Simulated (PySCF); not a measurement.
# C4H5FOSi: the cost of one run

The runs use PySCF 2.14.0, with density-fitted response routines of our own; the level of theory stands in each step. All values are computed, except where a source is named. Atoms count from 0, in the outputs and in this text.

## (1) Starting geometry

12 atoms, charge 0, multiplicity 1; geometry from: GFN2-xTB. The atoms were then displaced at random by about 0.01 Å, so the start is not that level's minimum.

Bonds of the start (Å): O0–Si1 1.65, Si1–C2 1.90, C2–C3 1.32, C3–C4 1.44, C4–C5 1.33, C5–F6 1.36, C5–Si1 1.92, O0–H7 0.98, Si1–H8 1.46, C2–H9 1.06, C3–H10 1.10, C4–H11 1.09.

## (2) Relaxing the molecule at PBE0-D3(BJ)/def2-SVP

The job: settings as JSON, then the geometry in Å.

```
{"job": {"xc": "PBE0", "basis": "def2-SVP", "d3": "d3bj", "grid": 1, "shake": 0.01, "kind": "geom"}, "charge": 0, "multiplicity": 1}
O      2.160460    -1.338910    -0.038350
Si     0.590940    -1.033310     0.365910
C     -0.667780    -0.659390    -1.013880
C     -1.171030     0.548040    -0.819320
C     -0.741250     1.313020     0.317260
C      0.203200     0.716840     1.047100
F      0.755540     1.280620     2.148880
H      2.664550    -0.712500    -0.592760
H      0.294350    -2.116210     1.293160
H     -0.947900    -1.296020    -1.811420
H     -1.970100     0.968900    -1.450060
H     -1.131310     2.300660     0.544450
```

Command:

```console
$ OMP_NUM_THREADS=1 python probes_run.py task.json out
```

One launch serves the whole session: the jobs run in the order shown.

Q: Estimate the wall time and peak memory of this first job on 1 thread of Arm Neoverse V1, shared host.

About 58 s, with a peak of 0.54 GiB.
